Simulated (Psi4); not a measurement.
# U-r2SCAN/def2-SVPD (core potential) run of SbCl2 (SMILES [Cl][Sb][Cl])

Aim: the vertical electron affinity of SbCl2 at U-r2SCAN/def2-SVPD (core potential), from 2 runs. 

The results are computed with Psi4 1.11.

1 further run of the same task is left out (it didn't finish).

## 1. The structure to begin with

The species is SbCl2 (3 atoms), meant as a doublet with charge 0. SMILES: `[Cl][Sb][Cl]`. Geometry: relaxed at PBE0-D4/def2-TZVP.

Bond lengths: Cl1–Sb2 2.337 Å, Sb2–Cl3 2.337 Å. Angles: Cl1–Sb2–Cl3 98.6°.

## 2. Energy and forces at U-r2SCAN/def2-SVPD (core potential)

The input, cl2sb.xyz:

```xyz
3
Cl2Sb
Cl     1.049100     1.312300     0.708100
Sb    -0.817500     0.443300    -0.396700
Cl    -0.242500    -1.820400    -0.324700
```

The input, run.py:

```python
import psi4

psi4.set_memory('1600 MB')
psi4.set_num_threads(1)
psi4.core.set_output_file('output.dat', False)

with open('cl2sb.xyz') as f:
    atoms = ''.join(f.readlines()[2:])
m = psi4.geometry('0 2\n' + atoms + 'symmetry c1')

psi4.set_options({
    'basis': 'def2-SVPD',
    'reference': 'uks',
    'puream': True,
    'e_convergence': 1e-09,
    'd_convergence': 1e-08,
    'scf_type': 'pk',
    'dft_radial_points': 99,
    'dft_spherical_points': 590,
    'maxiter': 200,
})

result, w = psi4.gradient('r2scan', return_wfn=True)
psi4.oeprop(w, 'MULLIKEN_CHARGES', 'QUADRUPOLE', 'LOWDIN_CHARGES', title='R2SCAN')
print('gradient / Eh bohr^-1')
print(result.np.round(6))
print(f'energy = {w.energy():.10f} Eh')
```

Started as:

```sh
python run.py
```

output.dat:

```text
[...]
    !!!  WARNING: ECP capability is in beta. Please check occupations closely.  !!!
[...]
  Running in c1 symmetry.
[...]
  Nuclear repulsion =  220.268165567323024
[...]
  Multiplicity = 2
[...]
  Nalpha       = 29
  Nbeta        = 28
[...]
    Number of basis functions: 86
[...]
   @UKS iter   1: -1160.05629532195530   -9.01110e-01   9.37575e-03 ADIIS/DIIS
[...]
   @UKS iter  13: -1160.47583956049721    0.00000e+00   2.75423e-09 DIIS
[...]
   @S^2 Observed:                7.548784769E-01
[...]
    Orbital Energies [Eh]
    ---------------------
    Alpha Occupied:
       1A   -101.186442     2A   -101.186435     3A     -9.383810
       4A     -9.383802     5A     -7.132619     6A     -7.132612
       7A     -7.126430     8A     -7.126424     9A     -7.125779
      10A     -7.125772    11A     -5.722388    12A     -3.950599
      13A     -3.947415    14A     -3.943321    15A     -1.312827
      16A     -1.310580    17A     -1.307231    18A     -1.304899
      19A     -1.304601    20A     -0.802391    21A     -0.778915
      22A     -0.547790    23A     -0.386458    24A     -0.350607
      25A     -0.340305    26A     -0.312813    27A     -0.305118
      28A     -0.302515    29A     -0.206499
    Alpha Virtual:
[...]
  @UKS Final Energy: -1160.47583956049721
   => Energetics <=
    Nuclear Repulsion Energy =            220.2681655673230239
    One-Electron Energy =               -2129.1630404015127169
    Two-Electron Energy =                 824.3481868373964971
    DFT Exchange-Correlation Energy =     -75.9291515637040249
    Empirical Dispersion Energy =           0.0000000000000000
    VV10 Nonlocal Energy =                  0.0000000000000000
    Total Energy =                      -1160.4758395604972065
[...]
  -Total Gradient:
     Atom            X                  Y                   Z
    ------   -----------------  -----------------  -----------------
       1       -0.013173184789    -0.005515972409    -0.000000000752
       2        0.017703634379    -0.009148621587     0.000000001123
       3       -0.003104385991     0.013926768734    -0.000000000438
[...]
 Multipole Moments:
 ------------------------------------------------------------------------------------
     Multipole            Electronic (a.u.)      Nuclear  (a.u.)        Total (a.u.)
 ------------------------------------------------------------------------------------
 L = 1.  Multiply by 2.5417464519 to convert [e a0] to [Debye]
 Dipole X            :        -34.4127343           33.5386206           -0.8741137
 Dipole Y            :         17.8051323          -17.3527868            0.4523455
 Dipole Z            :          0.0000001            0.0000000            0.0000001
 Magnitude           :                                                    0.9842211
 L = 2.  Multiply by 1.3450342976 to convert [e a0^2] to [Debye ang]
 Quadrupole XX       :       -227.5813637          189.9347218          -37.6466419
 Quadrupole XY       :       -100.0759295           98.7998401           -1.2760894
[...]
  Mulliken Charges: (a.u.)
   Center  Symbol    Alpha    Beta     Spin     Total
       1    CL     8.77233  8.74887  0.02346 -0.52121
       2    SB    11.45534 10.50225  0.95309  1.04242
       3    CL     8.77233  8.74888  0.02345 -0.52121
   Total alpha = 29.00000, Total beta = 28.00000, Total charge =  0.00000
  Lowdin Charges: (a.u.)
   Center  Symbol    Alpha    Beta     Spin     Total
       1    CL     8.71124  8.60547  0.10576 -0.31671
       2    SB    11.57753 10.78904  0.78848  0.63343
       3    CL     8.71124  8.60548  0.10575 -0.31672
[...]
```

The script printed:

```text
gradient / Eh bohr^-1
[[-0.013173 -0.005516 -0.      ]
 [ 0.017704 -0.009149  0.      ]
 [-0.003104  0.013927 -0.      ]]
energy = -1160.4758395605 Eh
```

It took 21 s on 1 thread of Intel Xeon 6975P-C (Granite Rapids), shared host; peak memory 0.73 GiB.

## 3. The singlet anion

The input, cl2sb.in:

```
memory 1600 mb

molecule system {
  -1 1
  Cl     1.049100     1.312300     0.708100
  Sb    -0.817500     0.443300    -0.396700
  Cl    -0.242500    -1.820400    -0.324700
  units angstrom
  symmetry c1
  no_reorient
  no_com
}

set globals {
  basis def2-SVPD
  puream true
  e_convergence 1e-09
  d_convergence 1e-08
  scf_type pk
  dft_radial_points 99
  dft_spherical_points 590
}

e, wfn = gradient('r2scan', return_wfn=True)
print_variables()
```

Started as:

```sh
psi4 -i cl2sb.in -o cl2sb.out -n 1
```

cl2sb.out:

```text
[...]
    !!!  WARNING: ECP capability is in beta. Please check occupations closely.  !!!
[...]
  Running in c1 symmetry.
[...]
  Nuclear repulsion =  220.268165567323024
[...]
  Multiplicity = 1
[...]
  Nalpha       = 29
  Nbeta        = 29
[...]
    Number of basis functions: 86
[...]
   @RKS iter   1: -1159.92763524800534   -6.56178e-01   1.09503e-02 ADIIS/DIIS
[...]
   @RKS iter  13: -1160.52881666130406   -1.81899e-12   6.04931e-09 DIIS
[...]
    Orbital Energies [Eh]
    ---------------------
    Doubly Occupied:
       1A   -100.984981     2A   -100.984976     3A     -9.183051
       4A     -9.183044     5A     -6.931428     6A     -6.931421
       7A     -6.925953     8A     -6.925949     9A     -6.924544
      10A     -6.924539    11A     -5.468013    12A     -3.701101
      13A     -3.698169    14A     -3.678812    15A     -1.066861
      16A     -1.063969    17A     -1.047689    18A     -1.045216
      19A     -1.041610    20A     -0.599102    21A     -0.579984
      22A     -0.313064    23A     -0.183741    24A     -0.147838
      25A     -0.134676    26A     -0.116525    27A     -0.112746
      28A     -0.099992    29A      0.043319
[...]
  @RKS Final Energy: -1160.52881666130406
   => Energetics <=
    Nuclear Repulsion Energy =            220.2681655673230239
    One-Electron Energy =               -2141.5878921828561943
    Two-Electron Energy =                 836.9684473422038309
    DFT Exchange-Correlation Energy =     -76.1775373879746667
    Empirical Dispersion Energy =           0.0000000000000000
    VV10 Nonlocal Energy =                  0.0000000000000000
    Total Energy =                      -1160.5288166613040630
[...]
 Multipole Moments:
 ------------------------------------------------------------------------------------
     Multipole            Electronic (a.u.)      Nuclear  (a.u.)        Total (a.u.)
 ------------------------------------------------------------------------------------
 L = 1.  Multiply by 2.5417464519 to convert [e a0] to [Debye]
 Dipole X            :          9.7790994           -9.6192729            0.1598265
 Dipole Y            :         -2.9910411            2.9445712           -0.0464699
 Dipole Z            :          5.0073034           -4.9251932            0.0821102
 Magnitude           :                                                    0.1855964
[...]
  -Total Gradient:
     Atom            X                  Y                   Z
    ------   -----------------  -----------------  -----------------
       1       -0.033608578456    -0.014688192928    -0.019790595362
       2        0.045705699469    -0.026096399712     0.022030427307
       3       -0.010989124406     0.040151730290    -0.001705794895
[...]
```

Run time: 15 s. Hardware: 1 thread of Intel Xeon 6975P-C (Granite Rapids), shared host; peak memory 0.73 GiB.

## 4. Summary of results

Level: U-r2SCAN/def2-SVPD (core potential).

| quantity | value |
| --- | --- |
| doublet SbCl2: total energy | -1160.47584 Eh |
| doublet SbCl2: dipole moment | 2.50 D |
| doublet SbCl2: HOMO energy (highest over α and β) | -5.62 eV |
| doublet SbCl2: LUMO energy (lowest over α and β) | -3.92 eV |
| doublet SbCl2: ⟨S²⟩ | 0.755 |
| doublet SbCl2: largest force on an atom | 1.025 eV/Å |
| singlet anion: total energy | -1160.52882 Eh |
| singlet anion: HOMO energy | 1.18 eV |
| singlet anion: LUMO energy | 3.13 eV |
| singlet anion: HOMO–LUMO gap (to an unbound level, set by the basis) | 1.95 eV |
| singlet anion: largest force on an atom | 2.934 eV/Å |
| vertical electron affinity (to the singlet anion) | 1.442 eV |

What this shows: At fixed nuclei the extra electron is bound by 1.44 eV (139 kJ/mol). The largest force (doublet SbCl2) is 1.02 eV/Å: the shape isn't a stationary point for this species at this level. Mulliken charges (doublet SbCl2) run from -0.52 on Cl1 to +1.04 on Sb2; in a basis this large or diffuse they mean little. The HOMO (singlet anion) lies at positive energy, 1.18 eV, as semi-local functionals often give for anions; only total energies tell whether the electron is bound.
